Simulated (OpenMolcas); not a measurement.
# Sm²⁺ among point charges: CASSCF levels and susceptibility, part 2 of 2

Aim: the splitting of the states of Sm²⁺ in the field of 8 point charges, its lowest levels with spin-orbit coupling and its magnetic susceptibility.

OpenMolcas 26.06; ANO-RCC-VTZP, DKH2, active space 6 electrons in 7 orbitals (4f), orbitals: highest spin of each parity. Surroundings: 8 point charges of -2 e arranged as a square antiprism (D4d), 3.04 Å from the ion, with a polar angle of 61.9° against the regular 57.3°.

**7. State interaction with spin-orbit coupling**

a.inp reads:

```
&RASSI
NrOfJobIphs=3 7 86 77
1 2 3 4 5 6 7
1 2 3 4 5 6 7 8 9 10 11 12 13 14 15 16 17 18 19 20 21 22 23 24 25 26 27
28 29 30 31 32 33 34 35 36 37 38 39 40 41 42 43 44 45 46 47 48 49 50 51
52 53 54 55 56 57 58 59 60 61 62 63 64 65 66 67 68 69 70 71 72 73 74 75
76 77 78 79 80 81 82 83 84 85 86
1 2 3 4 5 6 7 8 9 10 11 12 13 14 15 16 17 18 19 20 21 22 23 24 25 26 27
28 29 30 31 32 33 34 35 36 37 38 39 40 41 42 43 44 45 46 47 48 49 50 51
52 53 54 55 56 57 58 59 60 61 62 63 64 65 66 67 68 69 70 71 72 73 74 75
76 77
IphNames
JOB001
JOB002
JOB003
EJob
SpinOrbit
DIPRint=1.0
SOCoupling=1000.0
Subsets=2
Property=9
'ANGMOM' 1 'ANGMOM' 2 'ANGMOM' 3 'MLTPL  1' 1 'MLTPL  1' 2 'MLTPL  1' 3
'AMFI' 1 'AMFI' 2 'AMFI' 3
SOProperty=3
'ANGMOM' 1 'ANGMOM' 2 'ANGMOM' 3
```

The log of the run:

```text
SPIN-FREE ENERGIES:
  (Shifted by EMIN (a.u.) =     -10423.4574204458)

 SF State       Relative EMIN(au)   Rel lowest level(eV)    D:o, cm**(-1)      L_eff

     1             0.0000000000        0.0000000000              0.0000         3.0
     2             0.0000000000        0.0000000000              0.0000         3.0
     3             0.0033868428        0.0921606875            743.3261         3.0
     4             0.0033868428        0.0921606875            743.3261         3.0
     5             0.0064105336        0.1744395065           1406.9495         3.0
     6             0.0064105336        0.1744395065           1406.9495         3.0
     7             0.0073719537        0.2006010786           1617.9568         3.0
     8             0.1015330462        2.7628549358          22283.9279         2.0
     9             0.1015330462        2.7628549358          22283.9279         2.0
    10             0.1025247330        2.7898401090          22501.5780         2.0
    11             0.1025247330        2.7898401090          22501.5780         2.0
    12             0.1026015933        2.7919315834          22518.4469         2.0
    13             0.1156635235        3.1473648128          25385.2092         8.0
    14             0.1157275596        3.1491073228          25399.2635         8.0
    15             0.1157275596        3.1491073228          25399.2635         8.0
    16             0.1159129721        3.1541526547          25439.9568         8.0
    17             0.1159129721        3.1541526547          25439.9568         8.0
    18             0.1161986244        3.1619256497          25502.6503         8.0
    19             0.1161986244        3.1619256497          25502.6503         8.0
    20             0.1165429349        3.1712948146          25578.2177         8.0
    21             0.1165472670        3.1714126983          25579.1685         8.0
    22             0.1168445953        3.1795034137          25644.4245         8.0
    23             0.1168445990        3.1795035131          25644.4253         8.0
    24             0.1168889628        3.1807107155          25654.1620         8.0
    25             0.1168889628        3.1807107155          25654.1620         8.0
    26             0.1171394950        3.1875280431          25709.1475         8.0
    27             0.1171394950        3.1875280431          25709.1475         8.0
    28             0.1171805508        3.1886452282          25718.1582         8.0
    29             0.1171805508        3.1886452282          25718.1582         8.0
    30             0.1198622251        3.2616173022          26306.7177         4.0
    31             0.1198676341        3.2617644908          26307.9048         4.0
    32             0.1208352827        3.2880955487          26520.2791         4.0
    33             0.1208352827        3.2880955487          26520.2791         4.0
    34             0.1220559199        3.3213107810          26788.1780         4.0
    35             0.1220559199        3.3213107810          26788.1780         4.0
    36             0.1229863637        3.3466294462          26992.3868         4.0
    37             0.1229863637        3.3466294462          26992.3868         4.0
    38             0.1233217402        3.3557555047          27065.9935         4.0
    39             0.1395062324        3.7961579742          30618.0789         5.0
    40             0.1395073623        3.7961887205          30618.3269         5.0
Eigenvalues of complex Hamiltonian:
   -----------------------------------
  (Shifted by EMIN (a.u.) =     -10423.4574204458)

 SO State       Relative EMIN(au)   Rel lowest level(eV)    D:o, cm**(-1)     J-value

     1            -0.0120527903        0.0000000000              0.0000         1.0
     2            -0.0118779563        0.0047574762             38.3716         1.2
     3            -0.0097266023        0.0632987995            510.5392         1.6
     4            -0.0097266023        0.0632987995            510.5392         1.6
     5            -0.0072070862        0.1318583265           1063.5091         1.9
     6            -0.0072070863        0.1318583242           1063.5091         1.9
     7            -0.0065840814        0.1488111500           1200.2429         1.6
     8            -0.0065840814        0.1488111500           1200.2429         1.6
     9            -0.0062729410        0.1572777115           1268.5303         1.8
    10            -0.0044285081        0.2074672867           1673.3365         2.0
    11            -0.0044285081        0.2074672867           1673.3365         2.0
    12            -0.0037600710        0.2256563876           1820.0415         3.0
    13            -0.0033926503        0.2356544149           1900.6810         2.8
    14            -0.0033926503        0.2356544149           1900.6810         2.8
    15            -0.0025107021        0.2596534474           2094.2463         2.2
    16            -0.0025107020        0.2596534496           2094.2463         2.2
    17            -0.0014353734        0.2889146324           2330.2537         2.1
    18            -0.0014353481        0.2889153200           2330.2592         2.1
    19             0.0007979534        0.3496865510           2820.4122         3.9
    20             0.0008226321        0.3503580934           2825.8286         2.8
    21             0.0008226321        0.3503580934           2825.8286         2.8
    22             0.0008247442        0.3504155642           2826.2921         3.8
    23             0.0008247442        0.3504155642           2826.2921         3.8
    24             0.0008916904        0.3522372640           2840.9851         3.5
    25             0.0008916904        0.3522372651           2840.9851         3.5
    26             0.0017472052        0.3755170091           3028.7489         2.0
    27             0.0017472052        0.3755170091           3028.7489         2.0
    28             0.0041236230        0.4401826306           3550.3123         3.3
    29             0.0041236388        0.4401830608           3550.3158         3.3
    30             0.0051492604        0.4680916472           3775.4137         2.0
    31             0.0051492604        0.4680916472           3775.4137         2.0
    32             0.0052217119        0.4700631511           3791.3150         4.0
    33             0.0052217119        0.4700631511           3791.3150         4.0
    34             0.0056800706        0.4825357275           3891.9131         4.5
    35             0.0056800706        0.4825357282           3891.9131         4.5
    36             0.0058973159        0.4884472743           3939.5930         4.9
    37             0.0058973159        0.4884472743           3939.5930         4.9
    38             0.0059615034        0.4901939031           3953.6805         5.0
    39             0.0073751092        0.5286600766           4263.9311         3.5
    40             0.0073751092        0.5286600766           4263.9311         3.5
    41             0.0093608865        0.5826958306           4699.7588         4.4
Weights of the five most important spin-orbit-free states for each spin-orbit state.

 SO State  Total energy (au)           Spin-free states, spin, and weights
 -------------------------------------------------------------------------------------------------------
    1        -0.012053       2 3.0  0.3866    1 3.0  0.3866    3 3.0  0.0741    4 3.0  0.0741    6 3.0  0.0174
    2        -0.011878       2 3.0  0.4130    1 3.0  0.4130    3 3.0  0.0643    4 3.0  0.0643    9 2.0  0.0134
    3        -0.009727       2 3.0  0.3368    1 3.0  0.3368    3 3.0  0.1121    4 3.0  0.1121    6 3.0  0.0538
    4        -0.009727       1 3.0  0.3368    2 3.0  0.3368    3 3.0  0.1121    4 3.0  0.1121    5 3.0  0.0538
    5        -0.007207       2 3.0  0.3116    1 3.0  0.3116    4 3.0  0.2652    6 3.0  0.0369    5 3.0  0.0369
    6        -0.007207       2 3.0  0.3116    1 3.0  0.3116    3 3.0  0.2652    6 3.0  0.0369    5 3.0  0.0369
    7        -0.006584       3 3.0  0.2794    4 3.0  0.2794    5 3.0  0.1343    6 3.0  0.1337    7 3.0  0.0944
    8        -0.006584       3 3.0  0.2794    4 3.0  0.2794    6 3.0  0.1343    5 3.0  0.1337    7 3.0  0.0944
    9        -0.006273       7 3.0  0.1904    5 3.0  0.1892    6 3.0  0.1892    3 3.0  0.1201    4 3.0  0.1201
   10        -0.004429       2 3.0  0.5316    3 3.0  0.1414    4 3.0  0.1414    1 3.0  0.0967    5 3.0  0.0320
   11        -0.004429       1 3.0  0.5316    3 3.0  0.1414    4 3.0  0.1414    2 3.0  0.0967    6 3.0  0.0320
   12        -0.003760       3 3.0  0.3039    4 3.0  0.3039    6 3.0  0.1169    5 3.0  0.1169    1 3.0  0.0706
```

Time for these steps: 2 min (1 thread of Arm Neoverse V1, shared host).

States without spin-orbit coupling:

| state | degeneracy | E (cm-1) | free-ion L (%) |
| --- | --- | --- | --- |
| septet | 2 | 0 | F (100) |
| septet | 2 | 743 | F (100) |
| septet | 2 | 1407 | F (100) |
| septet | 1 | 1618 | F (100) |
| quintet | 2 | 22284 | D (100) |
| quintet | 2 | 22502 | D (100) |
| quintet | 1 | 22518 | D (100) |
| quintet | 1 | 25385 | L (100) |
| quintet | 2 | 25399 | L (100) |
| quintet | 2 | 25440 | L (100) |
| quintet | 2 | 25503 | L (100) |
| quintet | 1 | 25578 | L (99) |
| quintet | 1 | 25579 | L (99) |
| quintet | 2 | 25644 | L (100) |
| quintet | 2 | 25654 | L (99) |
| quintet | 2 | 25709 | L (100) |
| quintet | 2 | 25718 | L (100) |
| quintet | 1 | 26307 | G (100) |
| quintet | 1 | 26308 | G (100) |
| quintet | 2 | 26520 | G (99) |
| quintet | 2 | 26788 | G (99) |
| quintet | 2 | 26992 | G (100) |
| quintet | 1 | 27066 | G (100) |
| quintet | 2 | 30618 | H (99) |

With spin-orbit coupling:

| E (cm-1) | Degeneracy | 2S+1 | J | abs mJ (%) | g |
| --- | --- | --- | --- | --- | --- |
| 0.0 | 1 | 7 | 0.98 | 0 (100) |  |
| 38.4 | 1 | 7 | 1.20 | 0 (100) |  |
| 510.5 | 2 | 7 | 1.81 | 1 (100) | 0.00 0.00 1.11 |
| 1064 | 2 | 7 | 2.59 | 2 (100) | 0.00 0.00 2.99 |
| 1200 | 2 | 7 | 1.79 | 1 (100) | 0.00 0.00 6.36 |
| 1269 | 1 | 7 | 1.80 | 0 (100) |  |
| 1673 | 2 | 7 | 3.40 | 3 (100) | 0.00 0.00 6.90 |
| 1820 | 1 | 7 | 2.98 | 0 (100) |  |
| 1901 | 2 | 7 | 2.94 | 1 (100) | 0.00 0.00 2.48 |
| 2094 | 2 | 7 | 2.85 | 2 (100) | 0.00 0.00 6.69 |
| 2330 | 2 | 7 | 4.25 | 4 (100) | 0.00 0.00 10.68 |
| 2820 | 1 | 7 | 3.91 | 0 (100) |  |
| 2826 | 2 | 7 | 3.98 | 3 (100) | 0.00 0.00 9.10 |
| 2826 | 2 | 7 | 3.92 | 1 (100) | 0.00 0.00 3.43 |
| 2841 | 2 | 7 | 3.94 | 2 (100) | 0.00 0.00 6.74 |
| 3029 | 2 | 7 | 5.11 | 5 (100) | 0.00 0.00 14.38 |
| 3550 | 2 | 7 | 4.99 | 4 (100) | 0.00 0.00 12.19 |
| 3775 | 2 | 7 | 6.00 | 6 (100) | 0.00 0.00 17.97 |
| 3791 | 2 | 7 | 4.88 | 3 (100) | 0.00 0.00 9.91 |
| 3892 | 2 | 7 | 4.92 | 2 (100) | 0.00 0.00 6.77 |
| 3940 | 2 | 7 | 4.94 | 1 (100) | 0.00 0.00 3.41 |
| 3954 | 1 | 7 | 4.95 | 0 (100) |  |
| 4264 | 2 | 7 | 5.91 | 5 (100) | 0.00 0.00 15.57 |
| 4700 | 2 | 7 | 5.83 | 4 (100) | 0.00 0.00 13.08 |

The table of states holds 24 of 99 computed; the rest, higher up, is left out. Principal g values are given for doublets only; a zero marks a field direction without first-order Zeeman splitting.

Powder χT (cm³ K/mol): 0.07 at 2 K, 0.19 at 5 K, 0.37 at 10 K, 0.66 at 20 K, 1.01 at 50 K, 1.22 at 100 K, 1.38 at 150 K, 1.51 at 200 K, 1.62 at 250 K, 1.72 at 300 K.

Orbitals of the lowest block (energies include the constant potential of the surroundings):

| shell | space | energy (hartree) | mean occupation | ⟨r²⟩ (bohr²) |
| --- | --- | --- | --- | --- |
| 1s | inactive | -1725.2610 | 2.000 | 0.000671 |
| 2s | inactive | -284.3649 | 2.000 | 0.0110 |
| 2p | inactive | -253.7083 | 6.000 | 0.00886 |
| 3s | inactive | -62.2764 | 2.000 | 0.0737 |
| 3p | inactive | -52.4287 | 6.000 | 0.0737 |
| 3d | inactive | -38.8508 | 10.000 | 0.0625 |
| 4s | inactive | -11.3082 | 2.000 | 0.379 |
| 4p | inactive | -7.9643 | 6.000 | 0.428 |
| 4d | inactive | -3.1058 | 10.000 | 0.527 |
| 4f | RAS2 |  | 6.000 | 1.13 |
| 5s | inactive | 0.3543 | 2.000 | 2.34 |
| 5p | inactive | 1.2469 | 6.000 | 3.16 |

**8. Results**

What follows sums up all 2 parts.

| quantity | value |
| --- | --- |
| method | CASSCF |
| spin-free ground state | septet, 2-fold in its orbital part |
| first state of the same spin within the active space | septet at 743 cm⁻¹ |
| lowest level | 1-fold |
| next level | 38.4 cm⁻¹ |
| χT at 300 K | 1.72 cm³ K/mol |
| effective moment at 300 K | 3.71 μB |

What this shows: The spin-free ground state (septet) comes to 100 % from free-ion F terms and keeps the highest spin of the shell. The quintets, triplets, singlets rest on orbitals optimised for another spin in at least one step, which raises them against the optimised states. Not all states of the active space went into the spin-orbit step. High states of lower spin are left out of the spin-orbit mixing, and CASSCF puts spin-flip levels too high. This is an electrostatic model: the charges have no orbitals.
